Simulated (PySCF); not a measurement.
# C2H6F2GeO: NMR shifts at several levels of theory, part 2 of 2

PySCF 2.14.0. Atoms count from 0. Earlier steps stand in the parts before.

### Step 6. Shielding tensors: PBE0/cc-pVTZ

The job: settings as JSON, then the geometry in Å.

```
{"job": {"kind": "nmr", "xc": "PBE0", "basis": "cc-pVTZ", "pop": true}, "charge": 0, "multiplicity": 1}
O      1.209091     0.420707    -1.071031
C      1.226680     0.148093     0.314615
C      0.052565    -0.773478     0.571115
Ge    -1.457227    -0.019718    -0.385135
F     -2.909690    -0.587399     0.386124
F     -1.460571     1.685221    -0.039812
H      1.737301     1.204252    -1.252736
H      2.181071    -0.319687     0.623883
H      1.098330     1.074017     0.903354
H     -0.200490    -0.858832     1.638114
H      0.242669    -1.786243     0.182365
H     -1.680293    -0.213331    -1.882747
```

Level: GIAO PBE0/cc-pVTZ NMR shielding, non-relativistic, gas phase.

What it wrote:

```text
coarse grid: 48392 points
cycle   1  E = -2431.1718998679  dE = -7.655e-02  |g| = 1.098e+00  |ddm| = 6.292e+00
cycle   2  E = -2430.8889932056  dE =  2.829e-01  |g| = 1.770e+00  |ddm| = 2.864e+00
cycle   3  E = -2431.3593395261  dE = -4.703e-01  |g| = 1.304e-01  |ddm| = 1.753e+00
cycle   4  E = -2431.3616271202  dE = -2.288e-03  |g| = 5.533e-02  |ddm| = 2.192e-01
cycle   5  E = -2431.3621599501  dE = -5.328e-04  |g| = 1.374e-02  |ddm| = 7.944e-02
cycle   6  E = -2431.3621880872  dE = -2.814e-05  |g| = 3.492e-03  |ddm| = 1.847e-02
cycle   7  E = -2431.3621898812  dE = -1.794e-06  |g| = 9.780e-04  |ddm| = 4.820e-03
final grid: 102104 points
cycle   8  E = -2431.3623247416  dE = -2.679e-08  |g| = 1.354e-03  |ddm| = 4.571e-03
cycle   9  E = -2431.3623243604  dE =  3.812e-07  |g| = 1.953e-03  |ddm| = 4.342e-03
cycle  10  E = -2431.3623251216  dE = -7.612e-07  |g| = 1.281e-04  |ddm| = 2.498e-03
cycle  11  E = -2431.3623251244  dE = -2.828e-09  |g| = 1.785e-05  |ddm| = 1.787e-04
cycle  12  E = -2431.3623251244  dE = -4.411e-11  |g| = 6.343e-06  |ddm| = 2.503e-05
converged SCF energy = -2431.3623251244

GIAO shielding tensors (ppm)
atom      isotropic    diamagn.    paramagn.     s11        s22        s33       span
  0 O      292.792     383.810     -91.018    246.702    266.233    365.442    118.740
  1 C      127.098     238.903    -111.805     99.575    113.721    167.999     68.425
  2 C      162.506     243.420     -80.914    137.029    169.528    180.962     43.933
  3 Ge    1357.785    2755.847   -1398.062   1267.420   1307.125   1498.811    231.391
  4 F      342.716     466.791    -124.075    251.974    379.989    396.183    144.209
  5 F      363.126     468.959    -105.833    273.466    396.103    419.808    146.342
  6 H       30.549      31.097      -0.548     21.537     25.595     44.516     22.979
  7 H       27.246      28.549      -1.302     22.349     26.404     32.985     10.636
  8 H       27.192      30.310      -3.117     23.976     26.058     31.542      7.565
  9 H       29.833      29.528       0.305     25.455     27.895     36.150     10.695
 10 H       29.544      29.459       0.086     25.390     27.855     35.388      9.998
 11 H       25.234      27.783      -2.550     18.609     20.443     36.649     18.040
```

Run time: 77 s. Hardware: 1 thread of Arm Neoverse V1, shared host; peak memory 1.1 GiB.

In short: δ C1 60.2, C2 24.8, O0 42.0, Ge3 58, H11 6.06, H7 4.07 ppm (means over like atoms).

### Step 7. NMR shieldings: PBE0/aug-cc-pVDZ

Same as in step 6 but for these lines:

```diff
@@ -1,2 +1,2 @@
-{"job": {"kind": "nmr", "xc": "PBE0", "basis": "cc-pVTZ", "pop": true}, "charge": 0, "multiplicity": 1}
+{"job": {"kind": "nmr", "xc": "PBE0", "basis": "aug-cc-pVDZ", "pop": true}, "charge": 0, "multiplicity": 1}
 O      1.209091     0.420707    -1.071031
```

Method: GIAO PBE0/aug-cc-pVDZ NMR shielding, non-relativistic, gas phase.

What it wrote:

```text
coarse grid: 48392 points
cycle   1  E = -2431.0450848026  dE = -6.393e-02  |g| = 9.334e-01  |ddm| = 7.026e+00
cycle   2  E = -2430.8076996287  dE =  2.374e-01  |g| = 1.518e+00  |ddm| = 3.471e+00
cycle   3  E = -2431.2033084515  dE = -3.956e-01  |g| = 9.809e-02  |ddm| = 1.939e+00
cycle   4  E = -2431.2048616476  dE = -1.553e-03  |g| = 4.610e-02  |ddm| = 2.634e-01
cycle   5  E = -2431.2053261805  dE = -4.645e-04  |g| = 1.053e-02  |ddm| = 8.680e-02
cycle   6  E = -2431.2053454330  dE = -1.925e-05  |g| = 3.292e-03  |ddm| = 2.255e-02
cycle   7  E = -2431.2053475636  dE = -2.131e-06  |g| = 7.268e-04  |ddm| = 5.722e-03
final grid: 102104 points
cycle   8  E = -2431.2052692242  dE = -2.581e-08  |g| = 9.750e-04  |ddm| = 7.687e-03
cycle   9  E = -2431.2052690203  dE =  2.039e-07  |g| = 1.421e-03  |ddm| = 3.398e-03
cycle  10  E = -2431.2052694155  dE = -3.952e-07  |g| = 9.647e-05  |ddm| = 1.886e-03
cycle  11  E = -2431.2052694174  dE = -1.953e-09  |g| = 1.616e-05  |ddm| = 1.992e-04
cycle  12  E = -2431.2052694175  dE = -5.502e-11  |g| = 4.352e-06  |ddm| = 4.008e-05
converged SCF energy = -2431.2052694175

GIAO shielding tensors (ppm)
atom      isotropic    diamagn.    paramagn.     s11        s22        s33       span
  0 O      295.630     378.352     -82.722    254.065    269.066    363.759    109.694
  1 C      137.397     204.955     -67.558    109.548    124.721    177.920     68.372
  2 C      169.588     219.516     -49.928    144.163    176.752    187.849     43.686
  3 Ge    1486.743    2747.228   -1260.485   1394.855   1442.652   1622.723    227.868
  4 F      355.468     477.744    -122.276    276.256    380.728    409.420    133.164
  5 F      371.738     474.701    -102.962    292.018    392.393    430.804    138.786
  6 H       30.734      33.263      -2.529     21.951     26.019     44.233     22.282
  7 H       27.249      28.150      -0.901     22.379     26.433     32.935     10.557
  8 H       27.195      28.467      -1.271     24.030     26.055     31.501      7.472
  9 H       29.768      28.371       1.397     25.398     27.904     36.003     10.606
 10 H       29.573      28.213       1.359     25.404     27.987     35.326      9.922
 11 H       25.011      22.976       2.035     18.282     20.097     36.653     18.370
```

Run time: 41 s. Hardware: 1 thread of Arm Neoverse V1, shared host; peak memory 0.95 GiB.

Key values: δ C1 57.7, C2 25.5, O0 40.3, Ge3 27, H11 6.38, H7 4.17 ppm (means over like atoms).

### Step 8. Nuclear shieldings: PBE0/pcSseg-0

Same as in step 7 but for these lines:

```diff
@@ -1,2 +1,2 @@
-{"job": {"kind": "nmr", "xc": "PBE0", "basis": "aug-cc-pVDZ", "pop": true}, "charge": 0, "multiplicity": 1}
+{"job": {"kind": "nmr", "xc": "PBE0", "basis": "pcSseg-0", "pop": true}, "charge": 0, "multiplicity": 1}
 O      1.209091     0.420707    -1.071031
```

Method: GIAO PBE0/pcSseg-0 NMR shielding, non-relativistic, gas phase.

What it wrote:

```text
coarse grid: 48392 points
cycle   1  E = -2427.8352900774  dE = -6.004e-01  |g| = 9.105e-01  |ddm| = 3.418e+00
cycle   2  E = -2427.6973793789  dE =  1.379e-01  |g| = 1.328e+00  |ddm| = 2.569e+00
cycle   3  E = -2427.9805226594  dE = -2.831e-01  |g| = 7.447e-02  |ddm| = 1.546e+00
cycle   4  E = -2427.9813809035  dE = -8.582e-04  |g| = 4.139e-02  |ddm| = 1.271e-01
cycle   5  E = -2427.9817385817  dE = -3.577e-04  |g| = 5.522e-03  |ddm| = 4.432e-02
cycle   6  E = -2427.9817434994  dE = -4.918e-06  |g| = 2.060e-03  |ddm| = 7.398e-03
final grid: 102104 points
cycle   7  E = -2427.9820221589  dE =  5.874e-07  |g| = 2.874e-03  |ddm| = 4.791e-03
cycle   8  E = -2427.9820208402  dE =  1.319e-06  |g| = 4.015e-03  |ddm| = 6.144e-03
cycle   9  E = -2427.9820236427  dE = -2.802e-06  |g| = 1.891e-04  |ddm| = 3.602e-03
cycle  10  E = -2427.9820236501  dE = -7.428e-09  |g| = 1.571e-05  |ddm| = 1.957e-04
cycle  11  E = -2427.9820236502  dE = -4.593e-11  |g| = 7.941e-06  |ddm| = 2.401e-05
converged SCF energy = -2427.9820236502

GIAO shielding tensors (ppm)
atom      isotropic    diamagn.    paramagn.     s11        s22        s33       span
  0 O      307.481     391.148     -83.667    251.671    279.200    391.571    139.900
  1 C      131.931     244.991    -113.060    103.355    116.346    176.092     72.737
  2 C      168.244     256.422     -88.178    138.330    177.277    189.126     50.796
  3 Ge    1440.138    2743.823   -1303.686   1362.717   1439.531   1518.165    155.449
  4 F      367.007     468.993    -101.986    285.634    352.902    462.486    176.851
  5 F      391.146     470.787     -79.641    312.345    381.042    480.050    167.705
  6 H       32.818      30.756       2.061     24.231     27.180     47.043     22.812
  7 H       28.512      28.898      -0.386     23.159     27.531     34.845     11.687
  8 H       28.687      29.273      -0.587     25.178     27.331     33.552      8.375
  9 H       31.629      31.714      -0.085     26.679     29.541     38.667     11.988
 10 H       30.735      31.410      -0.675     26.077     29.071     37.058     10.981
 11 H       25.879      26.881      -1.003     18.718     20.693     38.225     19.508
```

It took 8.3 s on 1 thread of Arm Neoverse V1, shared host; peak memory 0.55 GiB.

Key values: δ C1 61.6, C2 25.3, O0 30.4, Ge3 108, H11 6.95, H7 4.23 ppm (means over like atoms).

### Step 9. Shielding tensors: PBE0/pcSseg-2

Same as in step 8 but for these lines:

```diff
@@ -1,2 +1,2 @@
-{"job": {"kind": "nmr", "xc": "PBE0", "basis": "pcSseg-0", "pop": true}, "charge": 0, "multiplicity": 1}
+{"job": {"kind": "nmr", "xc": "PBE0", "basis": "pcSseg-2", "pop": true}, "charge": 0, "multiplicity": 1}
 O      1.209091     0.420707    -1.071031
```

With the program's defaults for keys left out, this is: GIAO PBE0/pcSseg-2 NMR shielding, non-relativistic, gas phase.

What it wrote:

```text
coarse grid: 48392 points
cycle   1  E = -2431.1631149316  dE = -1.814e-01  |g| = 1.444e+00  |ddm| = 2.364e+00
cycle   2  E = -2430.8163555935  dE =  3.468e-01  |g| = 2.152e+00  |ddm| = 1.557e+00
cycle   3  E = -2431.3758144371  dE = -5.595e-01  |g| = 1.984e-01  |ddm| = 1.069e+00
cycle   4  E = -2431.3804947016  dE = -4.680e-03  |g| = 1.025e-01  |ddm| = 1.272e-01
cycle   5  E = -2431.3819137796  dE = -1.419e-03  |g| = 9.994e-03  |ddm| = 4.938e-02
cycle   6  E = -2431.3819262029  dE = -1.242e-05  |g| = 5.901e-03  |ddm| = 8.968e-03
cycle   7  E = -2431.3819311477  dE = -4.945e-06  |g| = 7.344e-04  |ddm| = 3.405e-03
final grid: 102104 points
cycle   8  E = -2431.3819776754  dE = -1.409e-07  |g| = 9.304e-04  |ddm| = 2.367e-03
cycle   9  E = -2431.3819774838  dE =  1.915e-07  |g| = 1.407e-03  |ddm| = 1.349e-03
cycle  10  E = -2431.3819778218  dE = -3.379e-07  |g| = 6.067e-05  |ddm| = 7.938e-04
cycle  11  E = -2431.3819778223  dE = -5.493e-10  |g| = 2.218e-05  |ddm| = 4.496e-05
converged SCF energy = -2431.3819778223

GIAO shielding tensors (ppm)
atom      isotropic    diamagn.    paramagn.     s11        s22        s33       span
  0 O      286.621     388.983    -102.362    241.984    256.775    361.106    119.122
  1 C      121.487     237.104    -115.618     92.640    107.271    164.550     71.910
  2 C      158.526     242.873     -84.347    131.954    165.979    177.645     45.691
  3 Ge    1292.164    2754.601   -1462.437   1196.721   1235.799   1443.973    247.252
  4 F      347.035     467.083    -120.048    263.040    375.009    403.057    140.017
  5 F      365.750     470.013    -104.263    280.824    388.878    427.548    146.724
  6 H       30.308      31.731      -1.423     21.346     25.310     44.270     22.924
  7 H       27.196      27.411      -0.215     22.339     26.336     32.912     10.572
  8 H       27.142      29.866      -2.724     23.954     26.019     31.453      7.500
  9 H       29.729      28.699       1.030     25.300     27.787     36.102     10.802
 10 H       29.446      28.738       0.708     25.233     27.760     35.344     10.111
 11 H       25.124      27.596      -2.472     18.510     20.354     36.508     17.998
```

Run time: 90 s. Hardware: 1 thread of Arm Neoverse V1, shared host; peak memory 1.4 GiB.

Key values: δ C1 62.6, C2 25.6, O0 41.5, Ge3 45, H11 6.12, H7 4.08 ppm (means over like atoms).

### Step 10. Comparing the runs: NMR shifts

Shifts (ppm) of some atoms, chosen among heavy atoms and hydrogens apart, means over like atoms, with basis size and wall time:

```csv
run,C1,C2,H11,H6,O0,Ge3,F4,functions,time
PBE0/6-31G*,56.8,24.7,6.59,0.46,27.5,57,-143.9,114,14 s
PBE0/def2-SVP,56.1,23.1,5.81,0.34,38.3,25,-139.0,132,17 s
PBE0/def2-TZVP,61.0,24.7,6.29,0.52,43.0,50,-176.7,239,47 s
PBE0/cc-pVDZ,57.8,25.8,5.88,0.13,42.1,42,-153.2,127,17 s
PBE0/cc-pVTZ,60.2,24.8,6.06,0.74,42.0,58,-170.3,277,77 s
PBE0/aug-cc-pVDZ,57.7,25.5,6.38,0.66,40.3,27,-169.5,205,41 s
PBE0/pcSseg-0,61.6,25.3,6.95,0.01,30.4,108,-200.7,82,8.3 s
PBE0/pcSseg-2,62.6,25.6,6.12,0.94,41.5,45,-180.6,327,90 s
```

### Step 11. What came out

This closing draws on all 2 parts.

```
                                                               quantity                       value
                                   ¹³C shifts against TMS (PBE0/6-31G*)              56.8, 24.7 ppm
   ¹H shifts against TMS (PBE0/6-31G*, means over atoms taken as alike)  6.59, 4.01, 1.52, 0.46 ppm
                                   ¹⁷O shifts against H2O (PBE0/6-31G*)                    27.5 ppm
                                ⁷³Ge shifts against GeMe4 (PBE0/6-31G*)                      57 ppm
¹⁹F shifts against CFCl3 (PBE0/6-31G*, means over atoms taken as alike)                  -143.9 ppm
                                              range of the shift of Ge3               25 to 108 ppm
```

In words: Single values in the summary come from the first sound run of each kind (PBE0/6-31G*), which need not be the best level. At PBE0/6-31G*: Shielding is most anisotropic at Ge3 (span 184 ppm, paramagnetic term -1272 ppm). In ppm, Ge3 moves most: its shift spreads over 83 ppm, from 25 (PBE0/def2-SVP) to 108 (PBE0/pcSseg-0). Most of that comes from the computed reference, not from the atom's own shielding. Spin-orbit coupling is left out, which matters for shieldings and couplings at and beside the heavy atoms.
